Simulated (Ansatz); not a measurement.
# B: squeezing one contact

Aim: change the length of one contact in B (B1–B2) by moving its two atoms, all else held, and follow energy and force. Methods of the runs shown: PAW. Its runs: shortest bond scaled by 1 (PAW); shortest bond scaled by 1.1 (PAW); shortest bond scaled by 0.88 (PAW); shortest bond scaled by 0.76 (PAW); shortest bond scaled by 0.58 (PAW and PAW (cutoff 800 eV)).

Method: DFT, LDA, PAW with Ansatz's default frozen-core files, scalar-relativistic, in Ansatz 0.2.0.

1 further run of the same task is left out (set aside as unsound or not needed).

## (1) The starting structure

Symmetry: Fd-3m, No. 227, cubic system. Conventional cell: a = 4.021 Å, b = 4.021 Å, c = 4.021 Å, α = 90.00°, β = 90.00°, γ = 90.00°. B (site symmetry -43m) is surrounded by 4 B at 1.74 Å.

Structure file:

```xyz
2
Lattice="0.0000 2.0104 2.0104 2.0104 0.0000 2.0104 2.0104 2.0104 0.0000" Properties=species:S:1:pos:R:3 pbc="T T T"
B    -0.5026   -0.5026   -0.5026
B     0.5026    0.5026    0.5026
```

Atoms are numbered in the order of the input: B1, B2.

## (2) Shortest bond scaled by 1, PAW

input.yaml reads:

```yaml
crystal:
  lattice:
    - [0.0, 2.0103628793, 2.0103628793]
    - [2.0103628793, 0.0, 2.0103628793]
    - [2.0103628793, 2.0103628793, 0.0]
  atoms:
    - { symbol: B, position: [-0.125, -0.125, -0.125] }
    - { symbol: B, position: [0.125, 0.125, 0.125] }
kpoints:
  mp_grid: { grid: [13, 13, 13] }
scf:
  occupations: { method: fermi_dirac, width: 0.05 }
hamiltonian:
  xc: lda
  pseudopotentials: { kind: paw }
output:
  forces: true
  stress: true
  eigenvalues: true
  efg: { contact_densities: true }
  populations: true
  write_density: true
  write_potential: true
  elf: true
  volumetric_format: npy
```

Command:

```bash
$ ansatz run input.yaml --threads 1 --pin off --max-ram 2048MiB --backend cpu --events-out ev --progress --plain --runs-dir out
```

## (3) Shortest bond scaled by 1.1, PAW

input.yaml: that of step 2 with these lines changed.

```diff
@@ -6,4 +6,4 @@
   atoms:
-    - { symbol: B, position: [-0.125, -0.125, -0.125] }
-    - { symbol: B, position: [0.125, 0.125, 0.125] }
+    - { symbol: B, position: [-0.0875, -0.1375, -0.1375] }
+    - { symbol: B, position: [0.0875, 0.1375, 0.1375] }
 kpoints:
@@ -21,5 +21 @@
   populations: true
-  write_density: true
-  write_potential: true
-  elf: true
-  volumetric_format: npy
```

## (4) Shortest bond scaled by 0.88, PAW

input.yaml: that of step 3 with these lines changed.

```diff
@@ -6,4 +6,4 @@
   atoms:
-    - { symbol: B, position: [-0.0875, -0.1375, -0.1375] }
-    - { symbol: B, position: [0.0875, 0.1375, 0.1375] }
+    - { symbol: B, position: [-0.17, -0.11, -0.11] }
+    - { symbol: B, position: [0.17, 0.11, 0.11] }
 kpoints:
```

## (5) Shortest bond scaled by 0.76, PAW

input.yaml: that of step 4 with these lines changed.

```diff
@@ -6,4 +6,4 @@
   atoms:
-    - { symbol: B, position: [-0.17, -0.11, -0.11] }
-    - { symbol: B, position: [0.17, 0.11, 0.11] }
+    - { symbol: B, position: [-0.215, -0.095, -0.095] }
+    - { symbol: B, position: [0.215, 0.095, 0.095] }
 kpoints:
@@ -21 +21,5 @@
   populations: true
+  write_density: true
+  write_potential: true
+  elf: true
+  volumetric_format: npy
```

## (6) Shortest bond scaled by 0.58, PAW

input.yaml: that of step 5 with these lines changed.

```diff
@@ -6,4 +6,4 @@
   atoms:
-    - { symbol: B, position: [-0.215, -0.095, -0.095] }
-    - { symbol: B, position: [0.215, 0.095, 0.095] }
+    - { symbol: B, position: [-0.2825, -0.0725, -0.0725] }
+    - { symbol: B, position: [0.2825, 0.0725, 0.0725] }
 kpoints:
@@ -21,5 +21 @@
   populations: true
-  write_density: true
-  write_potential: true
-  elf: true
-  volumetric_format: npy
```

## (7) Shortest bond scaled by 0.58, PAW (cutoff 800 eV)

input.yaml: that of step 6 with these lines changed.

```diff
@@ -19,3 +19,3 @@
   eigenvalues: true
-  efg: { contact_densities: true }
-  populations: true
+basis:
+  ecutwfc: 800
```

(Steps that only read results are left out.)

Q: Predict the outcome of this session.

The runs gave:

```
                                                              quantity       value
                force along the bond, positive apart, at 1.010 Å (PAW)  61.41 eV/Å
force along the bond, positive apart, at 1.010 Å (PAW (cutoff 800 eV))  61.39 eV/Å
                                  length at zero force (straight line)      1.74 Å
```

At 1.01 Å the force along the bond is 61.41 eV/Å by PAW, and the energy stands 12.13 eV over the given length. A straight line between 1.74 and 1.92 Å puts zero force near 1.74 Å, a rough figure over so wide a step. There symmetry makes it vanish whatever the lattice constant, so this is no computed equilibrium length. With two atoms in the cell whole sublattices move, so the other contacts between the two sublattices change too; at scales over 1 some of them become the shortest.
